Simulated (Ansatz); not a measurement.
**FGeH₃O₃: up Jacob's ladder to CCSD(T)**

An exercise on one series of results from a longer session: the logs are not shown, and one member is left open.

Program: Ansatz 0.2.0, Gaussian basis. Level of theory: functionals in def2-TZVPP, the program's frozen cores in correlated methods. These are calculated values, not measurements.

Plan: LDA (SPW92), PBE-D4, revPBE-D4, BLYP-D4, r2SCAN-D4, B97M-V, PBE0-D4, B3LYP-D4, r2SCANh-D4, r2SCAN0-D4, HSE06-D4, BHLYP-D4, CAM-B3LYP-D4, LC-ωPBE, ωB97X-V, ωB97M-V, B2PLYP, PBE-QIDH; CCSD(T)/def2-SVP; CCSD(T)/def2-TZVPP; MP2/def2-QZVPP; extrapolation to the limit; RPA on PBE.

**Structure used throughout**

The geometry comes from an earlier relaxation with PBE0-D4 in a triple-zeta def2 set; it is a stationary point, not always the lowest conformer.

SMILES `[OH][Ge]([OH])([OH])[F]`, 8 atoms, charge 0, spin multiplicity 1.

Atoms are counted from 1 here; the program's logs count them from 0.

Bond lengths: O1–Ge2 1.743 Å, O1–H6 0.961 Å, Ge2–O3 1.743 Å, Ge2–O4 1.753 Å, Ge2–F5 1.719 Å, O3–H7 0.961 Å, O4–H8 0.961 Å. Angles: Ge2–O1–H6 112.7°, O1–Ge2–O3 104.6°, O1–Ge2–O4 114.3°, O1–Ge2–F5 110.7°, O3–Ge2–O4 114.2°, O3–Ge2–F5 110.8°, O4–Ge2–F5 102.4°, Ge2–O3–H7 112.7°, Ge2–O4–H8 112.5°.

As a file:

```xyz
8

O    -0.94743    1.20215    0.77453
Ge    0.09240    0.16179   -0.16117
O     1.55249    0.03667    0.78292
O    -0.62263   -1.38122   -0.58652
F     0.41741    0.85352   -1.70084
H    -1.75328    1.43776    0.30757
H     2.23538   -0.47608    0.34279
H    -0.88224   -1.89180    0.18504
```

The first run:

in.yaml reads:

```yaml
crystal:
  periodic: [false, false, false]
  atoms:
    - {symbol: O, position_ang: [-0.947433, 1.202146, 0.774527]}
    - {symbol: Ge, position_ang: [0.092398, 0.161792, -0.161173]}
    - {symbol: O, position_ang: [1.552495, 0.036674, 0.782915]}
    - {symbol: O, position_ang: [-0.622628, -1.381224, -0.586520]}
    - {symbol: F, position_ang: [0.417410, 0.853523, -1.700843]}
    - {symbol: H, position_ang: [-1.753280, 1.437762, 0.307566]}
    - {symbol: H, position_ang: [2.235385, -0.476078, 0.342789]}
    - {symbol: H, position_ang: [-0.882245, -1.891796, 0.185038]}
basis:
  gaussian: {orbitals: def2-TZVPP}
hamiltonian: {xc: lda}
output: {orbitals: {seedname: orbitals}}
```

Started as:

```
> ansatz run in.yaml --threads 4 --pin off --events-out ev --progress --plain --max-ram 10444MiB
```

Steps of the session up to this table: LDA; PBE-D4 (GGA); revPBE-D4 (GGA); BLYP-D4 (GGA); r2SCAN-D4 (meta-GGA); B97M-V (meta-GGA); B3LYP-D4 (hybrid); r2SCANh-D4 (hybrid); r2SCAN0-D4 (hybrid); HSE06-D4 (hybrid); BHLYP-D4 (hybrid); CAM-B3LYP-D4 (range-separated); LC-ωPBE (range-separated); ωB97X-V (range-separated); ωB97M-V (range-separated); B2PLYP (double hybrid); PBE-QIDH (double hybrid).

One table of the session follows, with a row left open; its other results are not shown here.

It belongs to the step «Frontier levels by functional». 

```
  functional  HOMO (eV)  gap (eV)
 LDA (SPW92)      -7.87      6.01
      PBE-D4          ?         ?
   revPBE-D4      -7.56      6.11
     BLYP-D4      -7.56      5.94
   r2SCAN-D4      -8.08      6.97
      B97M-V      -8.15      6.86
     PBE0-D4      -9.47      8.89
    B3LYP-D4      -9.19      8.20
  r2SCANh-D4      -8.76      8.00
  r2SCAN0-D4      -9.79      9.52
    HSE06-D4      -9.06      8.11
    BHLYP-D4     -11.25     11.46
CAM-B3LYP-D4     -11.01     11.28
     LC-ωPBE     -12.39     14.08
     ωB97X-V     -12.02     13.51
     ωB97M-V     -11.95     13.10
```

**Question.** Estimate the row for PBE-D4.

**Answer.** HOMO (eV): -7.64; gap (eV): 6.06. In the column «HOMO (eV)» it lies between LDA (SPW92) (-7.87) and revPBE-D4 (-7.56).
